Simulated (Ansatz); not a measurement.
# AlPt4: the cost of one run

Method: DFT PBEsol, scalar-relativistic, plane waves, PAW, in Ansatz 0.2.0.

## (1) The starting structure

The structure is monoclinic, space group C2/m (No. 12). The conventional cell has a = 4.849 Å, b = 3.428 Å, c = 10.918 Å, α = 90.00°, β = 95.08°, γ = 90.00°. Al (site symmetry 2/m) has 6 Au at 2.58 to 2.68 Å as nearest neighbours. Au (site symmetry m) is surrounded by 3 Al at 2.58 to 2.68 Å and 7 Au at 2.96 to 2.97 Å. Au (site symmetry m) has 10 Au at 2.88 to 2.97 Å as nearest neighbours.

Structure file:

```
Al Au
1.0
     2.42471   -1.71410    0.00000
     2.42471    1.71410    0.00000
    -0.96719    0.00000   10.87503
Al Au
1 4
Direct
  0.00000 0.00000 0.00000
  0.61306 0.61306 0.82195
  0.19871 0.19871 0.60595
  0.80129 0.80129 0.39405
  0.38694 0.38694 0.17805
```

The structure comes from the Materials Project (structure only).

## (2) Substitution of an element, cell strained: Au → Pt, first probe

The change: Pt takes all sites of Au, and lengths are scaled by 1.000 as a first guess of the size; strain xx, yy, zz, yz, xz, xy = +0.0, -1.8, -0.6, +0.0, +0.1, +0.0 %; atoms moved by 0.03 Å root mean square, at most 0.04 Å.

The input, input.yaml:

```yaml
crystal:
  lattice:
    - [2.4254181673, -1.6837060602, 0.0023034792]
    - [2.4254181673, 1.6837060602, 0.0023034792]
    - [-0.9571402107, 0.0, 10.8114670188]
  atoms:
    - { symbol: Al, position: [0.0, 0.0, 0.0] }
    - { symbol: Pt, position: [0.61452014, 0.61452014, 0.8242536562] }
    - { symbol: Pt, position: [0.2069027934, 0.2069027934, 0.6067806775] }
    - { symbol: Pt, position: [0.7930972066, 0.7930972066, 0.3932193225] }
    - { symbol: Pt, position: [0.38547986, 0.38547986, 0.1757463438] }
basis:
  ecutwfc: 420
kpoints:
  mp_grid: { grid: [6, 6, 2] }
hamiltonian:
  xc: pbesol
scf:
  occupations: { method: gaussian, width: 0.1 }
output:
  forces: true
  stress: true
  eigenvalues: true
```

What time and memory should one allow on 1 thread of an x86-64 CPU, shared host?

About 2.1 s, with a peak of 0.41 GiB.
